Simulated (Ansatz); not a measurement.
# FH₂MoNO₂: basis-set convergence

An exercise on one series of results from a longer session: the logs are not shown, and one member is left open.

Computed with Ansatz 0.2.0, Gaussian basis. Level: one geometry, several basis sets.

Plan: PBE0-D4/def2-SVP; ωB97M-V/def2-SVP; PBE0-D4/def2-QZVPP; ωB97M-V/def2-QZVPP; the functionals' def2-TZVPP values are taken from earlier runs.

### The geometry

All runs share one geometry, relaxed beforehand with PBE0-D4 in a triple-zeta def2 set. Mo takes the def2 core potential; no spin-orbit term is included.

SMILES `[NH2][Mo](=[O])(=[O])[F]`, 7 atoms, charge 0, spin multiplicity 1.

Atoms are counted from 1 here; the program's logs count them from 0.

Bond lengths: N1–Mo2 1.914 Å, N1–H6 1.010 Å, N1–H7 1.010 Å, Mo2–O3 1.674 Å, Mo2–O4 1.674 Å, Mo2–F5 1.852 Å. Angles: Mo2–N1–H6 123.3°, Mo2–N1–H7 123.3°, H6–N1–H7 111.7°, N1–Mo2–O3 108.1°, N1–Mo2–O4 108.1°, N1–Mo2–F5 110.2°, O3–Mo2–O4 110.5°, O3–Mo2–F5 110.0°, O4–Mo2–F5 110.0°.

The first run:

Contents of in.yaml:

```yaml
crystal:
  periodic: [false, false, false]
  atoms:
    - {symbol: N, position_ang: [-0.621568, 0.874874, 0.442498]}
    - {symbol: Mo, position_ang: [0.423435, -0.554872, -0.284362]}
    - {symbol: O, position_ang: [-0.014580, -0.756718, -1.887730]}
    - {symbol: O, position_ang: [0.089819, -1.941461, 0.592817]}
    - {symbol: F, position_ang: [2.226654, -0.150720, -0.167212]}
    - {symbol: H, position_ang: [-1.052996, 1.590401, -0.124616]}
    - {symbol: H, position_ang: [-0.989464, 0.870497, 1.382906]}
basis:
  gaussian: {orbitals: def2-SVP}
hamiltonian: {xc: pbe0, dispersion: d4}
output: {orbitals: {seedname: orbitals}}
```

Among the steps run: PBE0-D4 in def2-SVP; ωB97M-V in def2-SVP; PBE0-D4 in def2-QZVPP; ωB97M-V in def2-QZVPP.

One table of the session follows, with a row left open; its other results are not shown here.

It belongs to the step «Density functionals: the series». 

```
functional       basis  HOMO (eV)  LUMO (eV)
   PBE0-D4    def2-SVP      -8.89      -2.30
   PBE0-D4  def2-TZVPP          ?          ?
   PBE0-D4  def2-QZVPP      -8.98      -2.32
   ωB97M-V    def2-SVP     -11.18      -0.04
   ωB97M-V  def2-TZVPP     -11.26      -0.09
   ωB97M-V  def2-QZVPP     -11.28      -0.15
```

Q: Estimate the row for PBE0-D4, def2-TZVPP from the others.

**Answer.** HOMO (eV): -8.95; LUMO (eV): -2.30. In the column «HOMO (eV)» it lies between PBE0-D4, def2-QZVPP (-8.98) and PBE0-D4, def2-SVP (-8.89).
